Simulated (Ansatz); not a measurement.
# BF2H3O: a nudged elastic band in two tries

Aim: a band of images between two relaxed ends for this system.

Method: RKS B3LYP-D4/6-31G*, in Ansatz 0.2.0.

### 1 The system as given

Bond lengths: B1–H2 1.193 Å, B1–F3 1.354 Å, B1–F4 1.354 Å, O5–H6 0.974 Å, B1–H7 0.180 Å. Angles: H2–B1–F3 119.2°, H2–B1–F4 119.0°, H2–B1–H7 52.8°, F3–B1–F4 115.6°, F3–B1–H7 67.8°, F4–B1–H7 142.6°.

Coordinates:

```xyz
7

B     0.0209    0.1318    0.1402
H     0.4551    0.7796    1.0425
F     0.8195   -0.1460   -0.9169
F    -1.3062    0.1839   -0.1254
O     0.0516   -1.6157    0.9294
H     0.4803   -2.1453    0.2333
H     0.1709    0.2318    0.1402
```

### 2 First try

input.yaml reads:

```yaml
crystal:
  periodic: [false, false, false]
  atoms:
    - { symbol: B, position_ang: [0.020869, 0.131779, 0.140176] }
    - { symbol: H, position_ang: [0.455103, 0.779603, 1.042483] }
    - { symbol: F, position_ang: [0.819524, -0.145969, -0.916925] }
    - { symbol: F, position_ang: [-1.306155, 0.183914, -0.12538] }
    - { symbol: O, position_ang: [0.051608, -1.615688, 0.929422] }
    - { symbol: H, position_ang: [0.480272, -2.14529, 0.233255] }
    - { symbol: H, position_ang: [0.170869, 0.231779, 0.140176] }
basis:
  gaussian: { orbitals: "6-31G*" }
hamiltonian:
  xc: b3lyp
  dispersion: d4
neb:
  order_check: false
  images: 5
  f_tol: 0.05
  max_iterations: 8
  spring: 20.0
  final_atoms:
    - { symbol: B, position_ang: [-0.03348213, -0.52413233, -0.84227672] }
    - { symbol: H, position_ang: [-0.00144246, -0.12683948, 2.97158817] }
    - { symbol: F, position_ang: [0.91674625, 0.2167482, -1.38802545] }
    - { symbol: F, position_ang: [-1.30617396, -0.21632228, -1.0924541] }
    - { symbol: O, position_ang: [0.30706085, -1.56855629, -0.05174164] }
    - { symbol: H, position_ang: [-0.46801048, -2.03599472, 0.29135396] }
    - { symbol: H, position_ang: [0.21970093, -0.4324031, 2.33075479] }
  initial_path: idpp
```

On the command line:

```sh
> ansatz run input.yaml --threads 1 --pin off --max-ram 2048MiB --backend cpu --events-out ev --progress --plain --runs-dir out
```

**Question.** What will these runs give? Wanted: first try.

As calculated:

| quantity | value |
| --- | --- |
| first try | not converged |
| cause | the last atom was put 0.18 Å from the first, almost on top of it |

**Reading.** The program did not catch the first fault at the input check, so it cost a run.
